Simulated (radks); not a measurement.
# Mo⁴⁺ in [Kr] 4d2: an all-electron calculation

An exercise on one series of results from a longer session: the logs are not shown, and one member is left open.

Method: scalar-relativistic Kohn-Sham, LDA (Slater exchange, Perdew-Wang correlation), spin-polarised, spherical densities, point nucleus; open shells are filled with parallel spins first. Code: radks (a radial shooting solver on a logarithmic mesh, Libxc functionals) version 1.

## The atom as given

* element: molybdenum (Z = 42)
* charge: +4
* electrons: 38
* configuration: [Kr] 4d2

Outer shells as boxes (Hund's rule):

Mo⁴⁺
```
[Kr] core
4d [↑ ][↑ ][  ][  ][  ]
```

Set-up of the first run:

Input:

```text
Z 42
configuration [Kr] 4d2
relativity scalar-relativistic
functional lda,pw
spin polarised
nucleus point
c 137.035999084
```

Started as:

```
$ python run_ks.py task.json out
```

The same process makes all the runs of this session.

One of the session's tables, all rows but one given; the rest of the session is left out.

It belongs to the step «Orbitals and density». From the orbitals of this run (lengths in bohr):

| level | <r> | outermost maximum (interpolated) | 90 % within | nodes |
| --- | --- | --- | --- | --- |
| 1s down | 0.03520 | 0.0229 | 0.0631 | 0 |
| 1s up | 0.03520 | 0.0229 | 0.0631 | 0 |
| 2s up | 0.1539 | 0.130 | 0.238 | 1 |
| 2s down | 0.1539 | 0.130 | 0.238 | 1 |
| 2p up | 0.1340 | 0.104 | 0.218 | 0 |
| 2p down | 0.1340 | 0.104 | 0.218 | 0 |
| 3s up | 0.4296 | 0.384 | 0.635 | 2 |
| 3s down | 0.4296 | 0.384 | 0.635 | 2 |
| 3p up | 0.4311 | 0.377 | 0.652 | 1 |
| 3p down | 0.4310 | 0.377 | 0.651 | 1 |
| 3d up | 0.4152 | 0.322 | 0.664 | 0 |
| 3d down | 0.4150 | 0.322 | 0.664 | 0 |
| 4s up | 1.088 | 0.982 | 1.58 | 3 |
| 4s down | ? | ? | ? | ? |
| 4p up | 1.194 | 1.06 | 1.76 | 2 |
| 4p down | 1.191 | 1.05 | 1.75 | 2 |
| 4d up | 1.515 | 1.28 | 2.30 | 1 |
| 4d down | 1.520 | 1.27 | 2.32 | 1 |

**Question.** Estimate the row for 4s down.

**Answer.** <r>: 1.085; outermost maximum (interpolated): 0.980; 90 % within: 1.57; nodes: 3. In the column «<r>» it lies between 3p up (0.4311) and 4s up (1.088).

Caveats from the session: Open shells are spherical and high-spin; term and fine-structure splittings are not resolved.
